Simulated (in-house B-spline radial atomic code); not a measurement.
**Kr²⁹⁺: RPA and G0W0 on different mean-field starts**

Question: which mean-field start gives which removal energy for Kr²⁹⁺, before and after G0W0?

The numbers are computed with an in-house B-spline radial atomic code, version 1 (RPA, second order, AC-SOSEX and G0W0 (contour deformation) on a scalar-relativistic mean field, all electrons; no spin-orbit coupling, Breit or QED terms, no two-electron picture change), except any that are marked as measured or tabulated.

**1. The system**

- element: krypton (Z = 36)
- charge: +29
- electrons: 7
- configuration: [He] 2s2 2p3
- Hamiltonian: scalar-relativistic (spin-free one-electron X2C), finite nucleus
- starts: Hartree-Fock, PBE, SCAN, HSE06, r2SCAN

Outer shells as boxes (Hund's rule):

Kr29+
```
[He] core
2s [↑↓]
2p [↑ ][↑ ][↑ ]
```

**2. Hartree-Fock start**

Settings, as recorded:

```ini
Z = 36
electrons = 7.0
configuration = [He] 2s2 2p3
hamiltonian = x2c
method = hf
lmax = 9
rms_radius = 4.1884
spin_polarised = True
box_radius = 3.12
intervals = 63
```

Started as:

```bash
$ python run_gw.py task.json out
```

One command runs all members of the session, one after another, from task.json.

The runs that follow: PBE start; SCAN start; HSE06 start; r2SCAN start.

What does the calculation give? Wanted: highest level, mean field; highest level, G0W0; RPA correlation energy; RPA+SOSEX.

The runs gave:

| quantity | value |
| --- | --- |
| highest level, mean field (range over the runs) | -3419.14 to -3342.07 eV |
| highest level, G0W0 (range over the runs) | -3417.26 to -3416.27 eV |
| RPA correlation energy | -0.4866 to -0.4362 hartree |
| RPA+SOSEX | -0.2257 to -0.2191 hartree |
| semi-empirical ionisation energy (2p shell) | 3380.0 ± 30 eV (NIST Atomic Spectra Database, ionization energies) |
| G0W0 removal energy less that value | +36.3 to +37.3 eV |

What this shows: G0W0 turns a spread of 77.1 eV among the starts into one of 0.99 eV, 1.3 % of it. Semilocal starts leave the level too high; G0W0 lowers it by 64 to 74 eV. The RPA energy is largest in size on PBE and smallest on Hartree-Fock, 10 % apart; over the runs it loosely follows the gap of the start, as smaller excitation energies give more correlation. The semi-empirical ionisation energy is 3380.0 ± 30 eV. G0W0 is off by about +36.4 eV (+1.1 %) in every run shown, whatever the start. The tabulated value's own uncertainty covers most of the miss, so the miss is not established. Read as a removal energy, the bare PBE level is off by -37.9 eV (-1.1 %) and the nearest bare level, HSE06's, by -19.2 eV.
